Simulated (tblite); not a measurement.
# C6H7ClGeS: the cost of one run

Computed with tblite 0.8.0 and PySCF 2.14.0, with density-fitted response routines of our own, on a single molecule in the gas phase. Atoms are numbered from 0 throughout.

**1. Starting geometry**

16 atoms, charge 0, multiplicity 1; geometry from: force field or distance geometry start.

Bonds of the start (Å): Cl0–C1 1.75, C1–C2 1.35, C2–Ge3 1.91, Ge3–C4 1.93, C4–C5 1.35, C5–C6 1.35, C6–C7 1.36, C7–S8 1.84, S8–C4 1.74, C1–H9 1.10, C2–H10 1.08, Ge3–H11 1.56, Ge3–H12 1.55, C5–H13 1.12, C6–H14 1.13, C7–H15 1.07.

**2. Relaxing the molecule with GFN2-xTB**

The job: settings as JSON, then the geometry in Å.

```
{"job": {"kind": "relax", "xc": "GFN2-xTB", "basis": "xTB"}, "charge": 0, "multiplicity": 1}
Cl    -3.244200    -0.005100    -1.844900
C     -3.079900     0.597400    -0.210900
C     -2.177900     0.094400     0.660900
Ge    -0.983800    -1.325200     0.203500
C      0.799200    -0.630700     0.421800
C      1.169400     0.662000     0.282600
C      2.466400     0.978400     0.457500
C      3.339700    -0.012300     0.764100
S      2.258500    -1.500600     0.796600
H     -3.735200     1.413200     0.135200
H     -2.120000     0.498700     1.659500
H     -1.175400    -2.566100     1.127900
H     -1.163300    -1.758400    -1.273200
H      0.413600     1.444800     0.033000
H      2.829900     2.040200     0.368200
H      4.395200     0.078400     0.941700
```

Run with:

```console
OMP_NUM_THREADS=1 python probes_run.py task.json out
```

This one command runs all jobs of the session in turn.

**Question.** How long does this first job take on 1 thread of Arm Neoverse N1, shared host, and how much memory does it need?

About 2.6 s, with a peak of 0.18 GiB.
